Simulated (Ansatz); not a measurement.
# GaH₂ (doublet): from Hartree-Fock to the top rungs at a displaced geometry (v1), aug-cc-pVDZ

One table from this session's results is given with a row withheld; the runs are named, their logs left out.

Computed with Ansatz 0.2.0, Gaussian basis. Level: aug-cc-pVDZ, core rule «outside noble gas», up to 14 orbitals frozen.

To be run: UHF; CCSD(T) on ROHF; CCSD(T) on UHF; BCCD(T) on ROHF; CISD; CCSDT(Q) on ROHF; CCSDT(Q) on UHF; Full CI.

33 further runs of the same task are left out: 6 for a known fault of the program, 11 that didn't finish, 16 set aside as unsound or not needed.

## What is computed

The geometry is a PBE0/def2-TZVP stationary point (not a proven minimum) with its atoms shifted at random (size 0.040 Å). No spin-orbit coupling is included. The filled d shell of Ga may be among the frozen orbitals whatever the setting's name suggests; the logs give the count.

3 atoms, charge 0, spin multiplicity 2.

Atoms are counted from 1 here; the program's logs count them from 0.

Bond lengths: Ga1–H2 1.595 Å, Ga1–H3 1.570 Å. Angles: H2–Ga1–H3 118.8°.

The first run:

in.yaml

```yaml
crystal:
  periodic: [false, false, false]
  atoms:
    - {symbol: Ga, position_ang: [-0.000650, -0.022609, 0.000912]}
    - {symbol: H, position_ang: [-0.001484, 0.752322, -1.393353]}
    - {symbol: H, position_ang: [0.046480, 0.811632, 1.330258]}
basis:
  gaussian: {orbitals: aug-cc-pVDZ}
magnetization: {spin_polarized: true, initial_magnetization: 1}
hamiltonian: {xc: hf}
output: {orbitals: {seedname: orbitals}}
```

On the command line:

```
$ ansatz run in.yaml --threads 1 --pin off --events-out ev --progress --plain --max-ram 2393MiB
```

Among the steps run: UHF; CCSD(T) on ROHF; CCSD(T) on UHF; BCCD(T) on ROHF; CISD; CCSDT(Q) on ROHF; CCSDT(Q) on UHF; Full CI.

One of the session's tables, all rows but one given; the rest of the session is left out.

```
   method  from FCI (kJ/mol)
     ROHF             +210.7
      UHF             +206.8
     RMP2              +56.1
     UMP2              +55.0
    RCCSD               +4.5
    UCCSD               +3.9
 RCCSD(T)               +1.2
 UCCSD(T)                  ?
  BCCD(T)               +1.2
   RCCSDT                0.0
   UCCSDT               -0.6
RCCSDT(Q)               -0.1
UCCSDT(Q)               -0.6
      FCI                  0
```

**Question.** Estimate the row for UCCSD(T).

The run gave: from FCI (kJ/mol): +0.7. In the column «from FCI (kJ/mol)» it lies between FCI (0) and RCCSD(T) (+1.2).

Not comparable, so not listed: CISD (they don't share determinant, frozen orbitals or solution with the rows shown, or repeat one).

Caveats from the session: UCCSDT, UCCSDT(Q) fall below full CI: unrestricted runs freeze a spin-polarised core, another one than full CI's, and coupled cluster isn't variational. Levels on UHF freeze UHF's core orbitals, full CI those of ROHF, so the U rows can settle a little off it for that reason alone. Restricted and unrestricted rows rest on different reference determinants; where their highest levels disagree by more than a few hundredths of an eV, they describe different states and don't form one ladder.
